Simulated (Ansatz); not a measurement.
## CrRu, space group P-6m2: an equation of state with a fit, step by step

With Ansatz 0.2.0 through its Python package.

Run as a notebook:

```python
import ansatz as az
from ase.eos import EquationOfState
from ase.units import GPa
import numpy as np
```

```python
FUNCTIONAL = "lda"
OCCUPATIONS = "fermi_dirac"
SMEARING_WIDTH = 0.1
TOLERANCE = 1e-09
ECUT = 500
KMESH = (12, 12, 7)
```

```python
vectors0 = np.array([
    [2.663748, 0.0, 0.0],
    [-1.331874, 2.306873, 0.0],
    [0.0, 0.0, 4.218014],
])
sites = [
    ("Cr", (2 / 3, 1 / 3, 0.0), 3.9),
    ("Ru", (1 / 3, 2 / 3, 0.5), 0.0),
]
```

```python
def make_crystal(cell):
    crystal = az.Crystal(lattice=az.Lattice.of(cell))
    for symbol, position, moment in sites:
        crystal = crystal.atom(symbol, position, moment=moment or None)
    return crystal

# uniform scaling of the cell
volumes, energies = [], []
for scale in np.linspace(0.88, 1.12, 7):
    cell = vectors0 * scale ** (1 / 3)
    calculation = (
        make_crystal(cell).calculation()
        .functional(FUNCTIONAL)
        .occupations(OCCUPATIONS, width=SMEARING_WIDTH)
        .spin("collinear")
        .scf(tolerance=TOLERANCE)
        .basis(ECUT)
        .kpoints(*KMESH)
    )
    data = calculation.run(threads=1, pin="off").report
    volumes.append(abs(np.linalg.det(cell)) / len(sites))
    energies.append(data["free_energy_ev"] / len(sites))
    print(f"V = {volumes[-1]:8.4f} A^3/atom  F = {energies[-1]:.5f} eV/atom")
```

    RunWarning: the starting moments were not kept: the SCF closed with an absolute magnetisation of 1.5e-7 μB, where they sum to 3.9 μB in size (1 site). That is at most 0.1 of that sum. Measured as dr2_m measures the in/out step, that magnetisation stands [...]
    V =  11.4045 A^3/atom  F = -4540.50993 eV/atom
    V =  11.9229 A^3/atom  F = -4540.55982 eV/atom
    V =  12.4413 A^3/atom  F = -4540.56008 eV/atom
    V =  12.9597 A^3/atom  F = -4540.52099 eV/atom
    V =  13.4781 A^3/atom  F = -4540.45081 eV/atom
    V =  13.9965 A^3/atom  F = -4540.35615 eV/atom
    V =  14.5149 A^3/atom  F = -4540.24237 eV/atom

```python
eos = EquationOfState(volumes, energies, eos="vinet")
v0, e0, bulk = eos.fit()
print(f"V0 = {v0:.4f} A^3/atom, E0 = {e0:.5f} eV/atom, B = {bulk / GPa:.1f} GPa")
eos.plot("eos.png")
```

    V0 = 12.1802 A^3/atom, E0 = -4540.56545 eV/atom, B = 319.8 GPa
    <Axes: title={'center': 'vinet: E: -4540.565 eV, V: 12.180 Å$^3$, B: 319.826 GPa'}, xlabel='volume [Å$^3$]', ylabel='energy [eV]'>

A third-order Birch-Murnaghan fit through the 7 points has its minimum at 12.18 Å³ an atom, 6.0 % below the typed cell, with a bulk modulus of 320 GPa. From that minimum the energy rises by 55.5 meV an atom on the compressed side and 323.1 meV on the expanded side. The window is off centre, so dB/dP is rough.

Caveats:
- Absolute energies stand on the zero of these potentials, so only differences at equal settings mean something.
- The SCF didn't keep the moments it started from (some shrank, vanished or turned); what is printed is the state reached.
- Shape and fractional positions are held along the curve, so the bulk modulus is an upper value where they are free to relax.
- For a metal this k-point mesh is coarse: on a finer one energies can move by several to tens of meV an atom and pressures by half a GPa or more, differences at one mesh by less.
- The structure comes from a database of computed cells and needn't be a stable or known phase.
- Warnings are shown shortened and without file and line.
- Timing: 2.9 min on 1 thread of Arm Neoverse V1, on a shared host, peak memory 0.49 GiB.
